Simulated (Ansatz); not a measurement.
# SnO: the cost of one run

Code: Ansatz 0.2.0. PAW datasets, plane waves. Spin-unpolarised throughout; all numbers are computed.

## Step 1: The cell

The unstrained cell was relaxed with r2SCAN+rVV10; in each strained cell the atoms were relaxed again with r2SCAN+rVV10. Names of k-points are those of the unstrained zone, where strain can split equivalent points. First state: +2.0 % strain along z alone.

It is tetragonal, P4/nmm (No. 129); a = 3.793 Å, c = 4.854 Å in the conventional setting, 17.45 Å³ an atom. Sn has 4 O at 2.22 Å; O has 4 Sn at 2.22 Å.

Structure file:

```xyz
4
Lattice="3.7926 0.0000 0.0000 0.0000 3.7926 0.0000 0.0000 0.0000 4.8536" Properties=species:S:1:pos:R:3 pbc="T T T"
Sn    0.0000    1.8963    1.1496
Sn    1.8963    0.0000    3.7039
O     1.8963    1.8963    0.0000
O     0.0000    0.0000    0.0000
```

From earlier runs on the unstrained cell: PBE -0.08 eV, r2SCAN 0.02 eV, HSE06 0.24 eV, r2SCAN+SOC 0.01 eV; a = 3.793 Å, c = 4.758 Å.

## Step 2: +2.0 % strain along z alone: PBE

The input, input.yaml:

```yaml
crystal:
  lattice:
    - [3.7925880617, 0.0, 0.0]
    - [0.0, 3.7925880617, 0.0]
    - [0.0, 0.0, 4.8535549724]
  atoms:
    - { symbol: Sn, position: [0.0, 0.5, 0.2368671123] }
    - { symbol: Sn, position: [0.5, 0.0, 0.7631328877] }
    - { symbol: O, position: [0.5, 0.5, 0.0] }
    - { symbol: O, position: [0.0, 0.0, 0.0] }
kpoints:
  mp_grid: { grid: [6, 6, 6] }
  band_path:
    path:
      - [0.0, 0.0, 0.0]
      - [0.0, 0.5, 0.0]
      - [0.5, 0.5, 0.0]
      - [0.0, 0.0, 0.5]
      - [0.0, 0.5, 0.5]
      - [0.5, 0.5, 0.5]
      - [-0.052083, -0.046875, 0.0]
    npoints: 1
hamiltonian:
  xc: pbe
scf:
  occupations: { method: fermi_dirac, width: 0.02 }
  n_extra_bands: 5
output:
  forces: true
  stress: true
  eigenvalues: true
```

Started as:

```console
$ ansatz run input.yaml --threads 2 --pin off --max-ram 29491MiB --backend cpu --events-out ev --progress --plain --runs-dir out
```

**Question.** How long does this run take on 2 threads of AMD EPYC 7R13 (Zen 3), shared host, and how much memory does it need?

About 2 s, with a peak of 0.5 GiB.
